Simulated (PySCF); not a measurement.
# Eu(OH)3: other functionals and bases at one geometry

The task here is to estimate one member of a computed series from the others.

Computed with PySCF 2.14.0. Level: several levels, as the steps say, no spin–orbit coupling.

2 further runs of the same task are left out: 1 for a known fault of the program, 1 that didn't finish.

### The system as given

7 atoms, charge 0, spin multiplicity 1.

Bond lengths: Eu1–O2 2.095 Å, Eu1–O4 2.095 Å, Eu1–O6 2.095 Å, O2–H3 0.959 Å, O4–H5 0.959 Å, O6–H7 0.959 Å. Angles: O2–Eu1–O4 119.8°, O2–Eu1–O6 119.8°, O4–Eu1–O6 119.8°, Eu1–O2–H3 178.0°, Eu1–O4–H5 178.0°, Eu1–O6–H7 178.0°.

Geometry (Å):

```xyz
7
charge 0, multiplicity 1
Eu    0.0000    0.0000    0.0269
O     2.0922    0.0000    0.1253
H     3.0484    0.0000    0.2036
O    -1.0461    1.8119    0.1253
H    -1.5242    2.6399    0.2036
O    -1.0461   -1.8119    0.1253
H    -1.5242   -2.6400    0.2036
```

Formal oxidation states: Eu +3. Each metal's 6 4f electrons lie in its core potential, so multiplicities, spins and levels count the valence alone. An earlier session relaxed this geometry at B3LYP, Eu lcecp-1-SVP with ECP52, O def2-SVP, H def2-SVP (singlet, point group C3v).

At B3LYP on the finer grid: E = -262.811556 Eh, HOMO -7.25 eV, LUMO -1.65 eV, Mulliken charge on Eu1 +1.03 e, largest force component 0.005 eV/Å. 

Levels to run: BLYP; CAM-B3LYP; M06-L; revPBE; B3LYP, TZVP. Hardware: 2 threads of AMD EPYC (Zen 3), shared host.

The first run:

Input file run.py (the lines that set the calculation):

```python
mol = gto.M(atom='''
Eu     0.00000     0.00000     0.02689
O      2.09222     0.00001     0.12534
H      3.04836     0.00002     0.20359
O     -1.04612     1.81191     0.12534
H     -1.52419     2.63995     0.20359
O     -1.04610    -1.81193     0.12534
H     -1.52416    -2.63996     0.20359''',
    basis={'Eu': 'lcecp-1-SVP', 'O': 'def2-SVP', 'H': 'def2-SVP'},
    ecp={'Eu': 'lcecp-1-SVP'},
    charge=0, spin=0)
mf = dft.RKS(mol, xc='BLYP')
mf.grids.atom_grid = (75, 302)  # f atoms: unpruned, at least (60, 302)
mf = mf.density_fit()  # fitting sets: Eu AutoAux, O def2-universal-JKFIT, H def2-universal-JKFIT
mf.conv_tol = 1e-08; mf.max_cycle = 55
mf.kernel(dm0)  # dm0: the density of the relaxed state
```

Run with:

```
$ OMP_NUM_THREADS=2 python run.py
```

Steps of the session up to this table: BLYP; CAM-B3LYP; M06-L; revPBE; B3LYP, TZVP.

One of the session's tables, all rows but one given; the rest of the session is left out.

| level | HOMO (eV) | gap (eV) | charge on Eu1 (e) | dipole (D) | largest force component (eV/Å) |
| --- | --- | --- | --- | --- | --- |
| B3LYP (relaxed here) | -7.25 | 5.60 | 1.03 | 0.36 | 0.00 |
| BLYP | -5.75 | 3.70 | 0.85 | 0.33 | 0.51 |
| CAM-B3LYP | -9.00 | 8.36 | 1.06 | 0.37 | 0.09 |
| M06-L | ? | ? | ? | ? | ? |
| revPBE | -5.81 | 3.91 | 0.91 | 0.33 | 0.41 |
| B3LYP, TZVP | -7.56 | 5.84 | 1.65 | 0.41 | 0.38 |

**Question.** Estimate the row for M06-L.

As computed: HOMO (eV): -6.02; gap (eV): 5.23; charge on Eu1 (e): 1.24; dipole (D): 0.38; largest force component (eV/Å): 0.23. In the column «HOMO (eV)» it lies between B3LYP (relaxed here) (-7.25) and revPBE (-5.81).

In one basis the HOMO–LUMO gap runs from 3.70 eV (BLYP) to 8.36 eV (CAM-B3LYP). The largest leftover force, 0.51 eV/Å with BLYP, stands at a geometry relaxed at another level. With 4f in the core, its levels are missing from HOMO and gap, and its count is fixed, so no charge can pass from the ligands into it. Total energies of different levels can't be compared.
